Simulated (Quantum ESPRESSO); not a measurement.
A run of Quantum ESPRESSO 7.5:

File pw.in:

```
&CONTROL
  calculation = 'scf'
  prefix = 'pwscf'
  outdir = './tmp'
  pseudo_dir = './pseudo'
  tprnfor = .true.
  tstress = .true.
  disk_io = 'low'
/
&SYSTEM
  ibrav = 0
  nat = 5
  ntyp = 3
  ecutwfc = 90
  nbnd = 30
  input_dft = 'pz'
  occupations = 'smearing'
  smearing = 'mv'
  degauss = 0.00367493
/
&ELECTRONS
  conv_thr = 1d-09
  electron_maxstep = 120
  mixing_beta = 0.5
/
ATOMIC_SPECIES
Na    22.9898 Na.upf
Zr    91.2240 Zr.upf
S     32.0600 S.upf
CELL_PARAMETERS angstrom
   4.3308393600    0.0000000000    0.0000000000
  -2.1654196800    3.7506169000    0.0000000000
   0.0000000000    0.0000000000    7.7629703500
ATOMIC_POSITIONS crystal
Na     0.3333333300    0.6666666700    0.5294133100
Na     0.6666666700    0.3333333300    0.4705866900
Zr     0.0000000000    0.0000000000    0.5000000000
S      0.0000000000    0.0000000000    0.1189170200
S      0.0000000000    0.0000000000    0.8810829800
K_POINTS automatic
7 7 4 0 0 0
```

File pp_density.in:

```
&INPUTPP
  prefix = 'pwscf'
  outdir = './tmp'
  filplot = 'density.dat'
  plot_num = 0
/
&PLOT
  nfile = 1
  filepp(1) = 'density.dat'
  iflag = 3
  output_format = 6
  fileout = 'density.cube'
/
```

File pp_potential.in:

```
&INPUTPP
  prefix = 'pwscf'
  outdir = './tmp'
  filplot = 'potential.dat'
  plot_num = 11
/
&PLOT
  nfile = 1
  filepp(1) = 'potential.dat'
  iflag = 3
  output_format = 6
  fileout = 'potential.cube'
/
```

pp_elf.in

```
&INPUTPP
  prefix = 'pwscf'
  outdir = './tmp'
  filplot = 'elf.dat'
  plot_num = 8
/
&PLOT
  nfile = 1
  filepp(1) = 'elf.dat'
  iflag = 3
  output_format = 6
  fileout = 'elf.cube'
/
```

Contents of bands.in:

```
&CONTROL
  calculation = 'bands'
  prefix = 'pwscf'
  outdir = './tmp'
  pseudo_dir = './pseudo'
  disk_io = 'low'
  verbosity = 'high'
/
&SYSTEM
  ibrav = 0
  nat = 5
  ntyp = 3
  ecutwfc = 90
  nbnd = 30
  input_dft = 'pz'
  occupations = 'smearing'
  smearing = 'mv'
  degauss = 0.00367493
/
&ELECTRONS
  conv_thr = 1d-08
  electron_maxstep = 120
  mixing_beta = 0.5
  diago_full_acc = .true.
/
ATOMIC_SPECIES
Na    22.9898 Na.upf
Zr    91.2240 Zr.upf
S     32.0600 S.upf
CELL_PARAMETERS angstrom
   4.3308393600    0.0000000000    0.0000000000
  -2.1654196800    3.7506169000    0.0000000000
   0.0000000000    0.0000000000    7.7629703500
ATOMIC_POSITIONS crystal
Na     0.3333333300    0.6666666700    0.5294133100
Na     0.6666666700    0.3333333300    0.4705866900
Zr     0.0000000000    0.0000000000    0.5000000000
S      0.0000000000    0.0000000000    0.1189170200
S      0.0000000000    0.0000000000    0.8810829800
K_POINTS crystal
60
 0.0000000000  0.0000000000  0.0000000000 1
 0.0625000000  0.0000000000  0.0000000000 1
 0.1250000000  0.0000000000  0.0000000000 1
 0.1875000000  0.0000000000  0.0000000000 1
 0.2500000000  0.0000000000  0.0000000000 1
 0.3125000000  0.0000000000  0.0000000000 1
 0.3750000000  0.0000000000  0.0000000000 1
 0.4375000000  0.0000000000  0.0000000000 1
 0.5000000000  0.0000000000  0.0000000000 1
 0.4583333333  0.0833333333  0.0000000000 1
 0.4166666667  0.1666666667  0.0000000000 1
 0.3750000000  0.2500000000  0.0000000000 1
 0.3333333333  0.3333333333  0.0000000000 1
 0.2962962963  0.2962962963  0.0000000000 1
 0.2592592593  0.2592592593  0.0000000000 1
 0.2222222222  0.2222222222  0.0000000000 1
 0.1851851852  0.1851851852  0.0000000000 1
 0.1481481481  0.1481481481  0.0000000000 1
 0.1111111111  0.1111111111  0.0000000000 1
 0.0740740741  0.0740740741  0.0000000000 1
 0.0370370370  0.0370370370  0.0000000000 1
 0.0000000000  0.0000000000  0.0000000000 1
 0.0000000000  0.0000000000  0.1250000000 1
 0.0000000000  0.0000000000  0.2500000000 1
 0.0000000000  0.0000000000  0.3750000000 1
 0.0000000000  0.0000000000  0.5000000000 1
 0.0625000000  0.0000000000  0.5000000000 1
 0.1250000000  0.0000000000  0.5000000000 1
 0.1875000000  0.0000000000  0.5000000000 1
 0.2500000000  0.0000000000  0.5000000000 1
 0.3125000000  0.0000000000  0.5000000000 1
 0.3750000000  0.0000000000  0.5000000000 1
 0.4375000000  0.0000000000  0.5000000000 1
 0.5000000000  0.0000000000  0.5000000000 1
 0.4666666667  0.0666666667  0.5000000000 1
 0.4333333333  0.1333333333  0.5000000000 1
 0.4000000000  0.2000000000  0.5000000000 1
 0.3666666667  0.2666666667  0.5000000000 1
 0.3333333333  0.3333333333  0.5000000000 1
 0.3030303030  0.3030303030  0.5000000000 1
 0.2727272727  0.2727272727  0.5000000000 1
 0.2424242424  0.2424242424  0.5000000000 1
 0.2121212121  0.2121212121  0.5000000000 1
 0.1818181818  0.1818181818  0.5000000000 1
 0.1515151515  0.1515151515  0.5000000000 1
 0.1212121212  0.1212121212  0.5000000000 1
 0.0909090909  0.0909090909  0.5000000000 1
 0.0606060606  0.0606060606  0.5000000000 1
 0.0303030303  0.0303030303  0.5000000000 1
 0.0000000000  0.0000000000  0.5000000000 1
 0.5000000000  0.0000000000  0.5000000000 1
 0.5000000000  0.0000000000  0.3750000000 1
 0.5000000000  0.0000000000  0.2500000000 1
 0.5000000000  0.0000000000  0.1250000000 1
 0.5000000000  0.0000000000  0.0000000000 1
 0.3333333333  0.3333333333  0.0000000000 1
 0.3333333333  0.3333333333  0.1250000000 1
 0.3333333333  0.3333333333  0.2500000000 1
 0.3333333333  0.3333333333  0.3750000000 1
 0.3333333333  0.3333333333  0.5000000000 1
```

Potentials or basis: PseudoDojo 0.4 SR PBE stringent.

Run with:

```bash
$ OMP_NUM_THREADS=1 pw.x -in pw.in > pw.out
$ OMP_NUM_THREADS=1 pp.x -in pp_density.in > pp_density.out
$ OMP_NUM_THREADS=1 pp.x -in pp_potential.in > pp_potential.out
$ OMP_NUM_THREADS=1 pp.x -in pp_elf.in > pp_elf.out
$ OMP_NUM_THREADS=1 pw.x -in bands.in > bands.out
```

Hardware: 1 thread of Intel(R) Xeon(R) 6975P-C (Granite Rapids), with other jobs on the host.

**Question.** Estimate the wall time of this run.

**Answer.** Run time: 4.5 min on 1 thread of Intel(R) Xeon(R) 6975P-C (Granite Rapids) (shared host), peak memory 0.42 GiB. Counts: scf iterations 15, k pools 1, bands 30, k points 28, g dense 98267.
